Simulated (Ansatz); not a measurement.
**FH₄OSi₂ radical: an energy map over two coordinates**

How does the energy of FH₄OSi₂, SMILES F[SiH2]O[SiH2], spin multiplicity 2 change over two coordinates at once? A grid of runs gives the map.

The runs use Ansatz 0.2.0; UHF/def2-SVP.

## Step 1: The starting structure

SMILES `F[SiH2]O[SiH2]`, 8 atoms, charge 0, spin multiplicity 2.

Atoms are counted from 1 here; the program's logs count them from 0.

Bond lengths: F1–Si2 1.634 Å, Si2–O3 1.661 Å, Si2–H5 1.494 Å, Si2–H6 1.499 Å, O3–Si4 1.686 Å, Si4–H7 1.509 Å, Si4–H8 1.515 Å. Angles: F1–Si2–O3 109.3°, F1–Si2–H5 108.3°, F1–Si2–H6 107.3°, O3–Si2–H5 107.8°, O3–Si2–H6 110.4°, H5–Si2–H6 113.7°, Si2–O3–Si4 143.1°, O3–Si4–H7 107.0°, O3–Si4–H8 109.7°, H7–Si4–H8 110.3°.

As a file:

```xyz
8
FH4OSi2
F    -0.2492    1.8962    1.4222
Si    0.3930    1.2852    0.0497
O    -0.4346   -0.0901   -0.3789
Si   -0.7724   -1.6677    0.1094
H     0.2072    2.2880   -1.0419
H     1.8296    0.9635    0.3337
H    -1.3923   -2.3725   -1.0716
H     0.5111   -2.3598    0.5214
```

This geometry comes from a loose relaxation at PBE in a small basis, which is not shown.

## Step 3: Setting up the map

The axes are (1) angle Si2–O3–Si4 (carried through 180): 15 values from 140.0 to 220.0 °; (2) change of the bonds O3–Si2, O3–Si4, all alike: 15 values from −0.180 to 0.278 Å.

Nothing else is relaxed (all other coordinates rigid). Energies count from the relaxed molecule at the same level. Points are written as (first, second).

(The set-up runs are not shown.)

## Step 4: Grid point (214.3°, 0.245 Å)

input.yaml reads:

```yaml
crystal:
  periodic: [false, false, false]
  atoms:
    - { symbol: F, position_ang: [0.909956, 2.294072, 0.620838] }
    - { symbol: Si, position_ang: [0.927042, 1.305689, -0.646289] }
    - { symbol: O, position_ang: [-0.073141, -0.214412, -0.229479] }
    - { symbol: Si, position_ang: [-0.52866, -1.980461, -0.747976] }
    - { symbol: H, position_ang: [0.321617, 2.02766, -1.772465] }
    - { symbol: H, position_ang: [2.325256, 0.940906, -0.904032] }
    - { symbol: H, position_ang: [-0.287415, -2.128404, -2.201115] }
    - { symbol: H, position_ang: [0.291394, -2.954619, 0.009454] }
magnetization:
  spin_polarized: true
  initial_magnetization: 1
basis:
  gaussian: { orbitals: def2-SVP }
hamiltonian:
  xc: hf
output:
  forces: true
```

Command:

```
$ ansatz run input.yaml --threads 1 --pin off --max-ram 2560MiB --backend cpu --events-out ev --progress --plain --runs-dir out
```

Further runs follow: the other points that were computed.

**Question.** What will these runs give? Wanted: lowest point; highest computed point; dipole moment.

**Answer**, as computed:

| quantity | value |
| --- | --- |
| lowest point | (157.1°, 0.016 Å), 0.9 kJ/mol |
| highest computed point | (185.7°, 0.278 Å), 191 kJ/mol above the lowest |
| dipole moment (D) | 0.55 at (140.0°, 0.278 Å) to 3.02 at (220.0°, 0.278 Å); 1.21 at the lowest point |
| time for the whole task | 15 min on 1 thread, shared host |

What this shows: The lowest computed point is at (157.1°, 0.016 Å), 0.9 kJ/mol from the relaxed molecule at the same level. The grid is coarse, so the lowest point of the scanned range may lie between grid points; coordinates that were held can hide deeper minima. The highest computed point, (185.7°, 0.278 Å), lies 191 kJ/mol above the lowest.
